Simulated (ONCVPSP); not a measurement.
**P: generating and testing an ONCV potential**

Aim: build the potential from the settings below, then test how well it stands in for the atom: other configurations, scattering, ghost states and the plane-wave cutoff that it needs.

Program: ONCVPSP 4.0.1.1 (patched build). Reference atom: PBE, scalar-relativistic, spherical and spin-unpolarised. All values are calculated.

## (1) Settings

Typed settings, in words:

```json
{
 "element": "phosphorus (P, Z = 15)",
 "type": "optimised norm-conserving Vanderbilt (ONCV)",
 "frozen core": "[Ne]",
 "valence charge": "5",
 "reference configuration": "3s2 3p3",
 "partial waves": "3s: rc 1.35 bohr, ncon 3, nbas 6, qcut 6.2 1/bohr, 1 projector; 3p: rc 1.25 bohr, ncon 4, nbas 8, qcut 5.2 1/bohr, local",
 "local potential": "the p channel",
 "core correction": "Teter function, fcfact 2.25, rcfact 1.3"
}
```

The outer shells as boxes (Hund's rule for the drawing; the calculation is spin-unpolarised):

```
[Ne] core
3s [↑↓]
3p [↑ ][↑ ][↑ ]
```

An earlier all-electron run gives the scale for the radii.

All-electron outer shells of the reference configuration (PBE, scalar-relativistic, ld1.x):

```json
{"shell": "2s", "level (eV)": "-173.99", "outermost node (bohr)": "0.14", "outermost maximum (bohr)": "0.42"}
{"shell": "2p", "level (eV)": "-124.49", "outermost node (bohr)": "–", "outermost maximum (bohr)": "0.36"}
{"shell": "3s", "level (eV)": "-13.97", "outermost node (bohr)": "0.65", "outermost maximum (bohr)": "1.58"}
{"shell": "3p", "level (eV)": "-5.51", "outermost node (bohr)": "0.64", "outermost maximum (bohr)": "1.83"}
```

## (2) Generating the potential

The input, P.dat:

```
# ATOM AND REFERENCE CONFIGURATION
# atsym  z   nc   nv     iexc    psfile
  P 15.00    3    2        4      upf
#
#   n    l    f
    1    0    2.00
    2    0    2.00
    2    1    6.00
    3    0    2.00
    3    1    3.00
#
# PSEUDOPOTENTIAL AND OPTIMIZATION
# lmax
    1
#
#   l,   rc,      ep,       ncon, nbas, qcut
    0    1.35    0.00    3    6    6.20
    1    1.25    0.00    4    8    5.20
#
# LOCAL POTENTIAL
# lloc, lpopt,  rc(5),   dvloc0
    1    5    1.25    0.00
#
# VANDERBILT-KLEINMAN-BYLANDER PROJECTORs
# l, nproj, debl
    0    1    3.30
    1    0    3.70
#
# MODEL CORE CHARGE
# icmod, fcfact, rcfact
    3    2.25    1.30
#
# LOG DERIVATIVE ANALYSIS
# epsh1, epsh2, depsh
   -2.00    5.00    0.02
#
# OUTPUT GRID
# rlmax, drl
    6.00    0.01
#
# TEST CONFIGURATIONS
# ncnf
    4
# nvcnf
#   n    l    f
    2
    3    0    2.00
    3    1    2.00
#
    2
    3    0    2.00
    3    1    1.00
#
    2
    3    0    2.00
    3    1    0.00
#
    2
    3    0    2.00
    3    1    2.50
#
```

Started as:

```sh
oncvpsp.x < P.dat > P.out
```

Q: Predict the outcome of this session. Wanted: cutoffs for 1 and 0.1 mHa per electron, occupied waves; bound ghosts; GHOST(+) flags; largest test error; largest phase difference near zero energy, channels read; rms error of d²Exc/dn², without and with the model core.

**Answer**, as computed:

```
                                                quantity                 value
  cutoffs for 1 and 0.1 mHa per electron, occupied waves      67 Ha and 128 Ha
                                            bound ghosts            none found
                                          GHOST(+) flags    none at low energy
                            largest test error (AE − PS)  +21 meV, for 3s2 3p0
largest phase difference near zero energy, channels read             0.015 rad
 rms error of d²Exc/dn², without and with the model core     1.58 and 0.35 mHa
```

In words: By total energies transferability is good: the largest error is 21 meV on 58.6 eV, for 3s2 3p0. It counts as very hard, with 67 Ha needed at the looser tolerance. At the looser tolerance the 3p wave is the slowest; 3s needs 11 Ha. The program's ghost test flags no bound state. Near zero energy the phases of the channels with partial waves agree within 0.015 rad.
